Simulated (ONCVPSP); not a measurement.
**Pseudopotential generation for hafnium: ONCV, PBEsol**

Aim: build the potential from the settings below, then test how well it stands in for the atom: other configurations, scattering, ghost states and the plane-wave cutoff that it needs.

Program: ONCVPSP 4.0.1. Reference atom: PBEsol, scalar-relativistic, spherical and spin-unpolarised. All values are calculated.

**1. Starting point**

Typed settings, in words:

```
element                 : hafnium (Hf, Z = 72)
type                    : optimised norm-conserving Vanderbilt (ONCV)
frozen core             : [Kr] 4d10 4f14
valence charge          : 12
reference configuration : 5s2 5p6 5d2 6s1.5 (charge +0.5)
partial waves           : 5s+6s: rc 1.95 bohr, ncon 4, nbas 7, qcut 7.3 1/bohr, 2 projectors; 5p: rc 1.35 bohr, ncon 4, nbas 8, qcut 6.4 1/bohr, 2 projectors, debl 3.6 Ha; 5d: rc 2.75 bohr, ncon 5, nbas 10, qcut 5.8 1/bohr, 2 projectors, debl 3.2 Ha
local potential         : polynomial inside 0.85 bohr (lpopt 5, dvloc0 1 Ha)
core correction         : Teter function, fcfact 4, rcfact 1.65
```

An earlier all-electron run gives the scale for the radii.

All-electron outer shells of the reference configuration (PBEsol, scalar-relativistic, ld1.x):

| shell | level (eV) | outermost node (bohr) | outermost maximum (bohr) |
| --- | --- | --- | --- |
| 5s | -70.35 | 0.55 | 1.01 |
| 5p | -38.91 | 0.60 | 1.16 |
| 4f | -20.17 | – | 0.45 |
| 6s | -7.98 | 1.36 | 2.85 |
| 5d | -5.85 | 0.67 | 1.69 |
| 6p | -3.75 | 1.65 | 3.76 |

**2. Generating the potential**

Contents of Hf.dat:

```
# ATOM AND REFERENCE CONFIGURATION
# atsym  z   nc   nv     iexc    psfile
  Hf 72.00   10    4  -116133      upf
#
#   n    l    f
    1    0    2.00
    2    0    2.00
    2    1    6.00
    3    0    2.00
    3    1    6.00
    3    2   10.00
    4    0    2.00
    4    1    6.00
    4    2   10.00
    4    3   14.00
    5    0    2.00
    5    1    6.00
    5    2    2.00
    6    0    1.50
#
# PSEUDOPOTENTIAL AND OPTIMIZATION
# lmax
    2
#
#   l,   rc,      ep,       ncon, nbas, qcut
    0    1.95    0.00    4    7    7.30
    1    1.35    0.00    4    8    6.40
    2    2.75    0.00    5   10    5.80
#
# LOCAL POTENTIAL
# lloc, lpopt,  rc(5),   dvloc0
    4    5    0.85    1.00
#
# VANDERBILT-KLEINMAN-BYLANDER PROJECTORs
# l, nproj, debl
    0    2    1.80
    1    2    3.60
    2    2    3.20
#
# MODEL CORE CHARGE
# icmod, fcfact, rcfact
    3    4.00    1.65
#
# LOG DERIVATIVE ANALYSIS
# epsh1, epsh2, depsh
   -4.00    5.00    0.02
#
# OUTPUT GRID
# rlmax, drl
    6.00    0.01
#
# TEST CONFIGURATIONS
# ncnf
    4
# nvcnf
#   n    l    f
    4
    5    0    2.00
    5    1    6.00
    5    2    2.00
    6    0    2.00
#
    4
    5    0    2.00
    5    1    6.00
    5    2    2.00
    6    0    1.00
#
    4
    5    0    2.00
    5    1    6.00
    5    2    2.00
    6    0    0.00
#
    4
    5    0    2.00
    5    1    6.00
    5    2    3.00
    6    0    1.00
#
```

Command:

```
oncvpsp.x < Hf.dat > Hf.out
```

What does the calculation give? Wanted: cutoffs for 1 and 0.1 mHa per electron, occupied waves; bound ghosts; GHOST(+) flags; largest test error; largest phase difference near zero energy, channels read; rms error of d²Exc/dn², without and with the model core.

The runs gave:

| quantity | value |
| --- | --- |
| cutoffs for 1 and 0.1 mHa per electron, occupied waves | 41 Ha and 107 Ha |
| bound ghosts | s at -203.53 eV, d at -1765.56 eV |
| GHOST(+) flags | p at 162 eV |
| largest test error (AE − PS) | -9.8 meV, for 5s2 5p6 5d2 6s0 |
| largest phase difference near zero energy, channels read | 0.000 rad |
| rms error of d²Exc/dn², without and with the model core | 7.28 and 1.76 mHa |

**Reading.** It has a bound ghost (s, d), a state that the atom doesn't have, and that rules the file out. The worst unpolarised test, 5s2 5p6 5d2 6s0, is off by 9.8 meV on 18.9 eV; by total energies transferability rates as good. Atomic tests can pass in spite of a ghost, since they solve only for the levels asked. It counts as hard, with 41 Ha needed at the looser tolerance. The tighter tolerance needs 107 Ha, and converged work needs a cutoff nearer that. At the looser tolerance the 5p wave is the slowest; 5s needs 16 Ha. Near zero energy the phases of the channels with partial waves agree within 0.001 rad. The program also flags highly localised states, GHOST(+) (p). Note that the frozen 4f shell (-20 eV) lies higher than the valence 5s shell (-70 eV).
